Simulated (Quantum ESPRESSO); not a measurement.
AlSn under changes of volume

One of the cells (25.236 Å³/atom); the others are scaled copies at fixed shape and fractional positions:

```xyz
2
Lattice="4.1981 0.0000 0.0000 -2.0991 3.6357 0.0000 0.0000 0.0000 3.3068" Properties=species:S:1:pos:R:3 pbc="T T T"
Sn    0.0000    2.4238    1.6534
Al    0.0000    0.0000    0.0000
```

The cell comes from a database or a generator and needn't be the stable form of this composition.

```yaml
Program: Quantum ESPRESSO 7.5
Functional: r2SCAN
Potentials_or_basis: SG15 PBE 1.2
Cutoff: 1020 eV
Density_cutoff: 4082 eV
k_mesh: 5 × 5 × 6
Occupations: fermi-dirac, width 0.05 eV
Spin: no spin polarisation
```

| volume (Å³/atom) | energy over the lowest point (meV/atom) | pressure (GPa) |
| --- | --- | --- |
| 23.722 | 2.67 | 1.4 |
| 24.227 | 0.00 | 0.2 |
| 24.731 | ? | ? |
| 25.236 | 5.47 | -2.0 |
| 25.741 | 12.89 | -2.9 |
| 26.245 | 23.01 | -3.7 |
| 26.750 | 35.54 | -4.4 |

Question: What does the run at 24.731 Å³/atom give?

Answer: Energy over the lowest point 1.06 meV/atom; pressure -1.0 GPa.

Worked out: A Birch-Murnaghan fit of order 3 (a polynomial in V^(-2/3)) to the other rows has its minimum at 24.33 Å³/atom with B0 = V·E''(V) = 56 GPa and B' = 4.3 at fixed shape and positions, which overstates the stiffness. It gives 1.06 meV/atom at 24.731 Å³/atom, against the run's 1.06, and -dE/dV = -0.9 GPa, against -1.0.

Energies are extrapolated to zero smearing.

Caveats: the potentials were made for another functional, which shifts forces and pressure.
